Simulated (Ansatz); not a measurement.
# BrH₆N₃Si: up Jacob's ladder to CCSD(T)

Aim: compute BrH₆N₃Si with functionals from several rungs and with coupled cluster. The yardstick is the atomisation energy at the CCSD(T) limit.

The runs use Ansatz 0.2.0, Gaussian basis; functionals in def2-TZVPP, the program's frozen cores in correlated methods.

The runs, in order: LDA (SPW92), PBE-D4, revPBE-D4, BLYP-D4, r2SCAN-D4, B97M-V, PBE0-D4, B3LYP-D4, r2SCANh-D4, r2SCAN0-D4, HSE06-D4, BHLYP-D4, CAM-B3LYP-D4, LC-ωPBE, ωB97X-V, ωB97M-V, B2PLYP, PBE-QIDH; CCSD(T)/def2-SVP; CCSD(T)/def2-TZVPP; MP2/def2-QZVPP; extrapolation to the limit; RPA on PBE.

## Step 1: The geometry

An earlier PBE0-D4 in a triple-zeta def2 set relaxation fixed the geometry.

SMILES `N[Si](N)(N)Br`, 11 atoms, charge 0, spin multiplicity 1.

Atoms are counted from 1 here; the program's logs count them from 0.

Bond lengths: N1–Si2 1.704 Å, N1–H6 1.006 Å, N1–H7 1.007 Å, Si2–N3 1.697 Å, Si2–N4 1.704 Å, Si2–Br5 2.249 Å, N3–H8 1.007 Å, N3–H9 1.007 Å, N4–H10 1.007 Å, N4–H11 1.006 Å. Angles: Si2–N1–H6 120.7°, Si2–N1–H7 120.5°, H6–N1–H7 112.4°, N1–Si2–N3 105.3°, N1–Si2–N4 123.9°, N1–Si2–Br5 102.5°, N3–Si2–N4 105.3°, N3–Si2–Br5 118.4°, N4–Si2–Br5 102.5°, Si2–N3–H8 119.8°, Si2–N3–H9 119.8°, H8–N3–H9 112.2°, Si2–N4–H10 120.5°, Si2–N4–H11 120.7°, H10–N4–H11 112.4°.

## Step 2: LDA

This LDA is Slater exchange with PW92 correlation.

in.yaml reads:

```yaml
crystal:
  periodic: [false, false, false]
  atoms:
    - {symbol: N, position_ang: [-1.505754, 0.686837, -0.034138]}
    - {symbol: Si, position_ang: [0.128489, 0.226631, 0.113416]}
    - {symbol: N, position_ang: [0.121690, -1.125459, 1.138308]}
    - {symbol: N, position_ang: [1.115160, -0.213752, -1.204459]}
    - {symbol: Br, position_ang: [1.103759, 2.116433, 0.843724]}
    - {symbol: H, position_ang: [-1.753923, 1.633031, -0.267291]}
    - {symbol: H, position_ang: [-2.199258, 0.022395, -0.337161]}
    - {symbol: H, position_ang: [0.972079, -1.641462, 1.292154]}
    - {symbol: H, position_ang: [-0.483929, -1.141481, 1.942085]}
    - {symbol: H, position_ang: [0.923066, -1.050842, -1.730412]}
    - {symbol: H, position_ang: [1.578632, 0.487659, -1.756227]}
basis:
  gaussian: {orbitals: def2-TZVPP}
hamiltonian: {xc: lda}
output: {orbitals: {seedname: orbitals}}
```

Started as:

```bash
$ ansatz run in.yaml --threads 4 --pin off --events-out ev --progress --plain --max-ram 11315MiB
```

The runs that follow: PBE-D4 (GGA); revPBE-D4 (GGA); BLYP-D4 (GGA); r2SCAN-D4 (meta-GGA); B97M-V (meta-GGA); PBE0-D4 (hybrid); B3LYP-D4 (hybrid); r2SCANh-D4 (hybrid); r2SCAN0-D4 (hybrid); HSE06-D4 (hybrid); BHLYP-D4 (hybrid); CAM-B3LYP-D4 (range-separated); LC-ωPBE (range-separated); ωB97X-V (range-separated); ωB97M-V (range-separated); B2PLYP (double hybrid); PBE-QIDH (double hybrid); CCSD(T) in def2-SVP; CCSD(T) in def2-TZVPP; MP2 in def2-QZVPP; RPA on PBE orbitals.

**Question.** What will the summary of the whole plan be? Wanted: atomisation energy, CCSD(T)/CBS; farthest beyond LDA; mean size of error, GGA; mean size of error, meta-GGA; mean size of error, hybrid; mean size of error, range-separated; mean size of error, double hybrid; gap, smallest and largest; T1 diagnostic.

As calculated:

| quantity | value |
| --- | --- |
| atomisation energy, CCSD(T)/CBS | 40.243 eV |
| functionals within 0.402 eV (1.0 %) | BLYP-D4, r2SCAN-D4, B97M-V, PBE0-D4, B3LYP-D4, HSE06-D4, CAM-B3LYP-D4, ωB97X-V, ωB97M-V |
| farthest beyond LDA | BHLYP-D4 (-1.327 eV) |
| mean size of error, GGA | 0.354 eV |
| mean size of error, meta-GGA | 0.305 eV |
| mean size of error, hybrid | 0.610 eV |
| mean size of error, range-separated | 0.194 eV |
| mean size of error, double hybrid | 0.687 eV |
| gap, smallest and largest | 5.43 eV (BLYP-D4), 12.82 eV (LC-ωPBE) |
| T1 diagnostic | 0.0085 |
| triples share of the correlation energy | 3.6 % |

What this shows: The LDA atomisation energy is off by 5.748 eV (14 %): it overbinds. PBE-D4 misses by +0.536 eV. Double hybrids carry the basis error of their MP2 part in triple zeta, and no dispersion term here, so their miss is partly the set-up's. The rungs range-separated, meta-GGA, GGA miss on average by less than the doubt on the reference (0.402 eV), so they tie. Misses under about 0.402 eV are within the doubt on the reference itself, which lacks core-valence correlation, relativity and higher excitations, and its outer-core shells are covered unevenly. All levels share the lack of spin-orbit coupling, which lowers the free heavy atoms and so the true binding. Hartree-Fock recovers 67 % of the binding; the rest is correlation. CCSD(T) in def2-SVP is off by -4.041 eV, so the small basis spoils what the method gains. Orbital gaps span 5.4 to 12.8 eV; exact exchange widens them. Correlated methods include outer-core shells of Br, which these sets cover unevenly.
